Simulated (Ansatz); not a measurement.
Born–Oppenheimer molecular dynamics of a periodic cell of 18 atoms, LaTlPd (start crystal LaTlPd, start structure P-62m, volume 1 times the crystal's). It goes on from the last frame of an earlier run, with new velocities.

These are results of Ansatz, DFT LDA, scalar-relativistic, plane waves, PAW, not measurements. Settings: accuracy low, cutoff 420 eV, k mesh 2x2x2, fermi-dirac smearing 0.3 eV, no spin polarisation.

```json
{
  "ensemble": "NPT, Langevin",
  "time step": "3 fs",
  "steps asked": "200",
  "set temperature": "2450 K",
  "friction": "0.02 /fs",
  "pressure": "20 GPa",
  "seed": "151959"
}
```

Frames 30 fs apart, positions in Å.

Velocities at 180 fs (Å/ps):

```
La 0.64 -1.64 2.89
La 0.96 4.25 0.57
La 3.85 -2.35 3.81
Tl 3.35 4.01 2.48
Tl 0.44 -1.27 -2.71
Tl -3.28 0.37 -4.44
Pd 0.38 3.34 -0.03
Pd 12.67 0.66 1.34
Pd -6.39 -1.70 1.97
La -3.55 -1.75 4.77
La 3.90 -6.74 0.78
La -5.38 -0.35 1.96
Tl -1.82 0.34 -0.90
Tl -1.50 -0.12 -2.18
Tl -1.20 0.64 -1.73
Pd -3.98 2.55 -1.13
Pd 3.95 4.77 -2.52
Pd -0.46 3.18 -1.48
```

```xyz
18
Lattice="7.6243 0.0000 0.0000 -3.8122 6.6029 0.0000 0.0000 0.0000 7.5671" Properties=species:S:1:pos:R:3 time_fs=180 energy_less_start_eV=0.174 T=1737
La 4.152 0.040 1.466
La 1.265 2.808 1.908
La -3.153 4.087 1.772
Tl 1.640 -0.056 -0.256
Tl 2.116 4.975 -0.075
Tl -1.457 2.149 0.008
Pd -0.592 4.266 0.476
Pd 3.145 2.219 -0.334
Pd -0.452 0.235 1.522
La 4.225 0.040 5.655
La 1.149 2.639 5.511
La -2.444 3.985 5.477
Tl 1.480 0.322 4.030
Tl 2.174 5.006 3.907
Tl -1.229 1.641 3.626
Pd -0.914 4.484 3.267
Pd 3.665 2.171 3.903
Pd -0.607 0.175 5.974
18
Lattice="7.5842 0.0000 0.0000 -3.7921 6.5681 0.0000 0.0000 0.0000 7.6031" Properties=species:S:1:pos:R:3 time_fs=210 energy_less_start_eV=-0.109 T=2826
La 4.234 0.015 1.667
La 1.334 2.832 1.957
La -2.961 4.100 1.789
Tl 1.718 0.004 -0.075
Tl 2.154 4.853 -0.106
Tl -1.576 2.132 -0.052
Pd -0.500 4.378 0.490
Pd 3.444 2.341 -0.292
Pd -0.560 0.223 1.533
La 4.044 0.002 5.801
La 1.263 2.485 5.622
La -2.586 3.982 5.598
Tl 1.455 0.184 4.083
Tl 2.124 4.965 3.913
Tl -1.226 1.701 3.620
Pd -1.001 4.569 3.492
Pd 3.738 2.369 3.816
Pd -0.510 0.260 5.925
18
Lattice="7.5812 0.0000 0.0000 -3.7906 6.5655 0.0000 0.0000 0.0000 7.5886" Properties=species:S:1:pos:R:3 time_fs=240 energy_less_start_eV=-0.374 T=2496
La 4.277 -0.001 1.867
La 1.383 2.713 1.943
La -2.856 4.119 1.764
Tl 1.658 0.027 0.118
Tl 2.303 4.775 -0.119
Tl -1.620 2.054 0.025
Pd -0.298 4.377 0.427
Pd 3.536 2.527 -0.132
Pd -0.527 0.341 1.574
La 3.966 0.084 5.760
La 1.263 2.614 5.622
La -2.662 3.999 5.704
Tl 1.449 0.071 4.008
Tl 2.067 5.000 3.906
Tl -1.180 1.921 3.676
Pd -0.863 4.561 3.832
Pd 3.656 2.520 3.833
Pd -0.299 0.155 5.849
18
Lattice="7.5886 0.0000 0.0000 -3.7943 6.5719 0.0000 0.0000 0.0000 7.5693" Properties=species:S:1:pos:R:3 time_fs=270 energy_less_start_eV=-0.102 T=2670
La 4.193 0.015 2.115
La 1.295 2.603 1.986
La -2.788 4.049 1.844
Tl 1.653 -0.042 0.269
Tl 2.357 4.857 -0.167
Tl -1.614 1.915 0.069
Pd -0.249 4.439 0.427
Pd 3.608 2.335 -0.105
Pd -0.527 0.232 1.560
La 4.127 0.140 5.723
La 1.266 2.655 5.571
La -2.649 4.184 5.817
Tl 1.382 0.108 3.928
Tl 2.065 4.988 3.895
Tl -1.205 2.132 3.667
Pd -0.451 4.509 4.092
Pd 3.594 2.632 3.866
Pd -0.295 -0.108 5.804
18
Lattice="7.5569 0.0000 0.0000 -3.7785 6.5445 0.0000 0.0000 0.0000 7.5476" Properties=species:S:1:pos:R:3 time_fs=300 energy_less_start_eV=0.992 T=2498
La 4.298 -0.032 2.172
La 1.186 2.567 2.034
La -2.843 4.030 1.923
Tl 1.661 -0.048 0.283
Tl 2.381 4.813 -0.153
Tl -1.556 1.792 0.087
Pd -0.328 4.450 0.536
Pd 3.514 2.093 -0.056
Pd -0.497 0.009 1.793
La 4.168 0.131 5.610
La 1.206 2.666 5.530
La -2.398 4.168 5.916
Tl 1.417 0.164 3.819
Tl 2.164 4.992 3.916
Tl -1.192 2.179 3.719
Pd -0.173 4.510 4.357
Pd 3.419 2.651 3.931
Pd -0.322 -0.172 5.841
18
Lattice="7.5036 0.0000 0.0000 -3.7518 6.4983 0.0000 0.0000 0.0000 7.4927" Properties=species:S:1:pos:R:3 time_fs=330 energy_less_start_eV=1.349 T=1937
La 4.403 -0.077 2.151
La 1.249 2.561 2.075
La -2.757 3.956 1.917
Tl 1.742 -0.029 0.242
Tl 2.333 4.677 -0.021
Tl -1.366 1.733 -0.028
Pd -0.332 4.260 0.541
Pd 3.261 1.997 -0.106
Pd -0.418 -0.274 2.020
La 4.064 0.105 5.580
La 1.163 2.557 5.584
La -2.139 4.085 5.898
Tl 1.496 0.190 3.789
Tl 2.351 5.004 3.896
Tl -1.280 2.046 3.772
Pd -0.138 4.479 4.323
Pd 3.413 2.555 3.856
Pd -0.175 -0.065 5.841
18
Lattice="7.4805 0.0000 0.0000 -3.7402 6.4783 0.0000 0.0000 0.0000 7.4522" Properties=species:S:1:pos:R:3 time_fs=360 energy_less_start_eV=1.417 T=2837
La 4.389 0.023 2.062
La 1.284 2.594 2.153
La -2.683 3.830 1.962
Tl 1.819 -0.108 0.158
Tl 2.336 4.678 0.026
Tl -1.176 1.793 -0.179
Pd -0.268 4.118 0.552
Pd 3.187 2.014 -0.009
Pd -0.167 -0.166 2.077
La 3.942 0.187 5.557
La 1.240 2.460 5.731
La -2.128 4.017 5.879
Tl 1.569 0.064 3.859
Tl 2.506 4.889 4.004
Tl -1.330 1.975 3.897
Pd -0.115 4.475 4.182
Pd 3.352 2.467 3.971
Pd -0.129 -0.070 5.890
18
Lattice="7.4865 0.0000 0.0000 -3.7432 6.4835 0.0000 0.0000 0.0000 7.4470" Properties=species:S:1:pos:R:3 time_fs=390 energy_less_start_eV=2.353 T=2104
La 4.273 0.137 2.038
La 1.097 2.632 1.993
La -2.659 3.847 1.952
Tl 1.812 -0.180 0.217
Tl 2.387 4.779 0.011
Tl -1.012 1.854 -0.237
Pd -0.324 4.336 0.445
Pd 3.220 2.142 -0.071
Pd 0.119 -0.012 1.955
La 3.839 0.151 5.592
La 1.318 2.427 5.640
La -2.261 4.001 5.943
Tl 1.638 0.038 3.959
Tl 2.573 4.803 4.153
Tl -1.374 1.934 4.077
Pd -0.214 4.396 3.902
Pd 3.397 2.373 4.167
Pd -0.145 0.019 5.819
18
Lattice="7.5070 0.0000 0.0000 -3.7535 6.5013 0.0000 0.0000 0.0000 7.4278" Properties=species:S:1:pos:R:3 time_fs=420 energy_less_start_eV=2.173 T=1704
La 4.253 0.129 1.889
La 0.995 2.569 1.986
La -2.604 3.893 1.977
Tl 1.853 -0.174 0.288
Tl 2.416 4.863 -0.070
Tl -1.043 1.946 -0.229
Pd -0.355 4.531 0.359
Pd 3.224 2.200 -0.084
Pd 0.023 0.122 1.871
La 4.064 0.052 5.624
La 1.374 2.477 5.545
La -2.417 4.116 5.930
Tl 1.758 0.096 3.967
Tl 2.506 4.793 4.108
Tl -1.343 1.920 4.231
Pd -0.311 4.372 3.700
Pd 3.482 2.363 4.238
Pd -0.211 0.056 5.757
18
Lattice="7.5855 0.0000 0.0000 -3.7927 6.5692 0.0000 0.0000 0.0000 7.4136" Properties=species:S:1:pos:R:3 time_fs=450 energy_less_start_eV=-0.314 T=1892
La 4.331 0.181 1.962
La 1.036 2.635 2.057
La -2.632 3.964 1.903
Tl 1.848 -0.077 0.411
Tl 2.423 4.983 0.002
Tl -1.089 2.006 -0.183
Pd -0.216 4.621 0.285
Pd 3.229 2.203 -0.033
Pd -0.242 0.144 1.895
La 4.329 0.000 5.633
La 1.280 2.612 5.570
La -2.556 4.221 5.859
Tl 1.821 0.101 3.943
Tl 2.264 4.853 3.928
Tl -1.348 1.906 4.220
Pd -0.301 4.383 3.454
Pd 3.603 2.474 4.169
Pd -0.217 0.110 5.762
18
Lattice="7.6177 0.0000 0.0000 -3.8088 6.5971 0.0000 0.0000 0.0000 7.3775" Properties=species:S:1:pos:R:3 time_fs=480 energy_less_start_eV=-0.662 T=2705
La 4.405 0.341 2.067
La 1.243 2.652 2.183
La -2.592 3.992 1.940
Tl 1.861 0.077 0.344
Tl 2.456 5.069 0.011
Tl -1.154 2.039 -0.119
Pd -0.197 4.677 0.175
Pd 3.256 2.453 0.012
Pd -0.405 0.201 2.064
La 4.355 -0.004 5.626
La 1.074 2.753 5.602
La -2.662 4.265 5.785
Tl 1.885 -0.043 3.857
Tl 2.188 4.964 3.631
Tl -1.300 1.821 3.968
Pd -0.390 4.378 3.286
Pd 3.639 2.587 4.062
Pd -0.160 0.077 5.766
18
Lattice="7.6665 0.0000 0.0000 -3.8333 6.6394 0.0000 0.0000 0.0000 7.3790" Properties=species:S:1:pos:R:3 time_fs=510 energy_less_start_eV=0.186 T=2208
La 4.545 0.598 2.031
La 1.391 2.676 2.133
La -2.558 3.975 2.015
Tl 1.877 0.188 0.394
Tl 2.650 5.110 0.044
Tl -1.270 1.898 -0.077
Pd -0.216 4.581 0.152
Pd 3.417 2.720 0.041
Pd -0.309 0.147 2.065
La 4.455 -0.031 5.694
La 1.041 2.877 5.590
La -2.745 4.232 5.863
Tl 2.027 -0.059 3.776
Tl 2.205 5.029 3.522
Tl -1.284 1.667 3.824
Pd -0.496 4.516 3.267
Pd 3.587 2.619 4.050
Pd -0.027 0.196 5.712
```

Of the whole run (600 fs, mean temperature of the second half 2324 K): The conserved energy stayed within 0.34 meV per atom of its start (net change 0.26 meV per atom), so the integration is sound. A run of 0.6 ps of so small a system gives no equilibrium averages. Limits of this set-up: coarse k mesh, low accuracy level. The cell's volume went from 443 to 389 Å³.

Time of the run: 47 min on 4 threads of Intel(R) Xeon(R) Platinum 8175M CPU @ 2.50GHz (Skylake/Cascade Lake), on a shared host, peak memory 2.6 GiB.
